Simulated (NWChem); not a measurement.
# triplet KI at UHF/3-21G

Aim: the energy of triplet KI. 

The results are computed with NWChem 7.3.0.

2 further runs of the same task are left out: 1 that didn't finish, 1 set aside as unsound or not needed.

**1. Starting point**

KI: 2 atoms, total charge 0, spin state triplet. As SMILES of the parent species, `[K][I]`. The bond length is the one measured for the parent species. That shape belongs to the parent species and isn't relaxed for this state.

Bond lengths: K1–I2 3.048 Å.

**2. A single-point energy at UHF/3-21G**

File geom.nw:

```
start geom
title "Potassium Iodide"
memory 2200 mb
charge 0
geometry units angstrom noautosym nocenter noautoz
K        0.000000       0.000000       0.000000
I        0.000000       0.000000       3.047844
end
basis "ao basis" spherical bse
K library 3-21G
I library 3-21G
end
scf
nopen 2
uhf
thresh 1e-08
maxiter 80
print low
end
task scf energy
```

The run is started by

```sh
$ nwchem geom.nw > geom.out
```

The log of the run:

```text
Northwest Computational Chemistry Package (NWChem) 7.3.0
             --------------------------------------------------------

           Job information
           ---------------

    nwchem branch   = 7.3.0
    use scalapack   = T
    input           = geom.nw
    prefix          = geom.
    data base       = ./geom.db
    status          = startup
    nproc           =        1

           Memory information
           ------------------

    heap     =     72089598 doubles =      550.0 Mbytes
    stack    =     72089595 doubles =      550.0 Mbytes
    global   =    144179200 doubles =     1100.0 Mbytes (distinct from heap & stack)
    total    =    288358393 doubles =     2200.0 Mbytes
    verify   = yes
    hardfail = no

           Directory information
           ---------------------

  0 permanent = .
  0 scratch   = .

                                NWChem Input Module
                                -------------------

                                 Potassium Iodide
                                 ----------------

 Scaling coordinates for geometry "geometry" by  1.889725989
 (inverse scale =  0.529177249)

                             Geometry "geometry" -> ""
                             -------------------------

 Output coordinates in angstroms (scale by  1.889725989 to convert to a.u.)

  No.       Tag          Charge          X              Y              Z
 ---- ---------------- ---------- -------------- -------------- --------------
    1 K                   19.0000     0.00000000     0.00000000     0.00000000
    2 I                   53.0000     0.00000000     0.00000000     3.04784400

      Atomic Mass
      -----------

      K                 38.963710
      I                126.900400

 Effective nuclear repulsion energy (a.u.)     174.8388335304

            Nuclear Dipole moment (a.u.)
            ----------------------------
        X                 Y               Z
 ---------------- ---------------- ----------------
     0.0000000000     0.0000000000   305.2582708447

            XYZ format geometry
            -------------------
     2
 geometry
 K                     0.00000000     0.00000000     0.00000000
 I                     0.00000000     0.00000000     3.04784400

 ==============================================================================
                                internuclear distances
 ------------------------------------------------------------------------------
       center one      |      center two      | atomic units |  angstroms
 ------------------------------------------------------------------------------
    2 I                |   1 K                |     5.75959  |     3.04784
 ------------------------------------------------------------------------------
                         number of included internuclear distances:          1
 ==============================================================================

                      Basis "ao basis" -> "" (spherical)
                      -----
  [basis functions not shown]

 Summary of "ao basis" -> "" (spherical)
 ------------------------------------------------------------------------------
       Tag                 Description            Shells   Functions and Types
 ---------------- ------------------------------  ------  ---------------------
 K                           3-21G                   9       17   5s4p
 I                           3-21G                  13       31   6s5p2d

                                 NWChem SCF Module
                                 -----------------

                                 Potassium Iodide

  ao basis        = "ao basis"
  functions       =    48
  atoms           =     2
  alpha electrons =    37
  beta  electrons =    35
  charge          =   0.00
  wavefunction    = UHF
  input vectors   = atomic
  output vectors  = ./geom.movecs
  use symmetry    = F
  symmetry adapt  = F

 Forming initial guess at       0.0s

 Starting SCF solution at       0.1s

       Final UHF  results
       ------------------

         Total SCF energy =  -7483.433819767299
      One electron energy = -10643.984302542180
      Two electron energy =   2985.711649244458
 Nuclear repulsion energy =    174.838833530422

                       Sz =      1.0000
                 Sz(Sz+1) =      2.0000
                      S^2 =      2.0003

        Time for solution =      2.3s

 Task  times  cpu:        2.4s     wall:        2.4s
 Total times  cpu:        2.4s     wall:        2.4s
```

Run time: 3 s. Hardware: 1 thread of Intel Xeon 6975P-C (Granite Rapids), shared host; peak memory 0.098 GiB.

**3. What came out**

Level: UHF/3-21G.

| quantity | value |
| --- | --- |
| total energy | -7483.43382 Eh |
| ⟨S²⟩ | 2.000 |

Relativity is left out although the molecule holds a heavy atom.
